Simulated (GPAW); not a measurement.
The system is Sn3Te.

```xyz
4
Lattice="4.8656 0.0000 0.0000 0.0000 4.8656 0.0000 0.0000 0.0000 4.8656" Properties=species:S:1:pos:R:3 pbc="T T T"
Te    0.0000    0.0000    0.0000
Sn    0.0000    2.4328    2.4328
Sn    2.4328    0.0000    2.4328
Sn    2.4328    2.4328    0.0000
```

The cell comes from a database or a generator and needn't be the stable form of this composition.

Base run:

```yaml
Program: GPAW 26.7.0
Functional: LDA
Potentials_or_basis: the program's PAW data sets (release 1.2.1) made for this functional
Cutoff: 600 eV
Basis: pw
k_mesh: 6 × 6 × 6
Occupations: fermi-dirac, width 0.05 eV
Spin: no spin polarisation
```

Its results: pressure -3.7 GPa.

**Question.** The run is repeated on the same cell with these changes: functional from LDA to PBEsol; potentials or basis from the program's PAW data sets (release 1.2.1) made for this functional to PAW data sets generated in the run's folder for this functional. What comes out?

**Answer.** Pressure -2.6 GPa.

Not every run made on this cell is shown here.
